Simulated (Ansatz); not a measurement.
Write a Python script for Ansatz 0.2.0 through its Python package that makes a search for lower mean-field states of GeH₅NO, SMILES [NH2][GeH2][OH]. Settings (for the species named): Hartree-Fock, def2-SVP basis, multiplicity 1.

```csv
atom,x (Å),y (Å),z (Å)
N,-1.0258,0.4616,-0.9206
Ge,0.4045,-0.0176,0.0694
O,0.1174,-1.6675,0.6857
H,-1.8121,0.5439,-0.2796
H,-0.8981,1.4833,-1.2535
H,0.5997,0.9814,1.2543
H,1.6984,0.0083,-0.8237
H,1.0082,-1.8505,1.2121
```

Script `run_states.py`:
```python
# -*- coding: utf-8 -*-
"""Restricted and unrestricted solutions of GeH5NO, stretched and not."""

import warnings

import ansatz as az
import numpy as np

warnings.simplefilter("ignore", az.DeckWarning)

geometry_ang = [
    ("N", [-1.0258, 0.4616, -0.9206]),
    ("Ge", [0.4045, -0.0176, 0.0694]),
    ("O", [0.1174, -1.6675, 0.6857]),
    ("H", [-1.8121, 0.5439, -0.2796]),
    ("H", [-0.8981, 1.4833, -1.2535]),
    ("H", [0.5997, 0.9814, 1.2543]),
    ("H", [1.6984, 0.0083, -0.8237]),
    ("H", [1.0082, -1.8505, 1.2121]),
]
molecule = az.Crystal.molecule()
for symbol, xyz in geometry_ang:
    molecule = molecule.atom(symbol, xyz)
symbols = [site.symbol for site in molecule.cartesian_sites]

start = np.array([site.position_ang for site in molecule.cartesian_sites])
for factor in [1.0, 1.25, 1.6]:
    xyz = (start - start.mean(axis=0)) * factor
    scaled = az.Crystal.molecule()
    for symbol, place in zip(symbols, xyz):
        scaled = scaled.atom(symbol, place.tolist())
    job = (
        scaled.calculation()
        .basis(gaussian="def2-SVP")
        .functional("hf")
        .spin("collinear")
    )
    for search in ("off", "standard"):
        try:
            rep = job.scf(lower_state_search=search).run(threads=1).report
        except az.AnsatzError as error:
            print(f"x{factor} search {search}: {type(error).__name__}")
            continue
        state = rep["mean_field"]["state"]
        print(f"all distances x{factor}, search {search:8s} E = {rep['free_energy_ev']:.5f} eV  <S^2> = {abs(state['spin_squared']):.3f}  other states met: {len(rep['mean_field']['others'])}")
```

```console
$ python run_states.py
all distances x1.0, search off      E = -60061.71579 eV  <S^2> = 0.000  other states met: 0
all distances x1.0, search standard E = -60061.71579 eV  <S^2> = 0.000  other states met: 0
all distances x1.25, search off      E = -60052.80904 eV  <S^2> = 0.000  other states met: 0
all distances x1.25, search standard E = -60052.86051 eV  <S^2> = 0.397  other states met: 5
all distances x1.6, search off      E = -60037.11333 eV  <S^2> = 0.000  other states met: 0
all distances x1.6, search standard E = -60046.04429 eV  <S^2> = 4.336  other states met: 12
```

Reading the output:
- Total energies depend on the basis set; only differences at equal settings carry meaning.
- The count of other states can hold repeated and symmetry-equivalent ends of the search; scaling all distances is a test, and for more than two atoms no physical path.
- The geometry comes from a force field and isn't relaxed at this level.
- The expectation value of S² is noticeably off S(S+1) in at least one run, so that state is spin-contaminated.
- The whole script took 51 s on 1 thread of Arm Neoverse V1, on a shared host, peak memory 0.33 GiB.
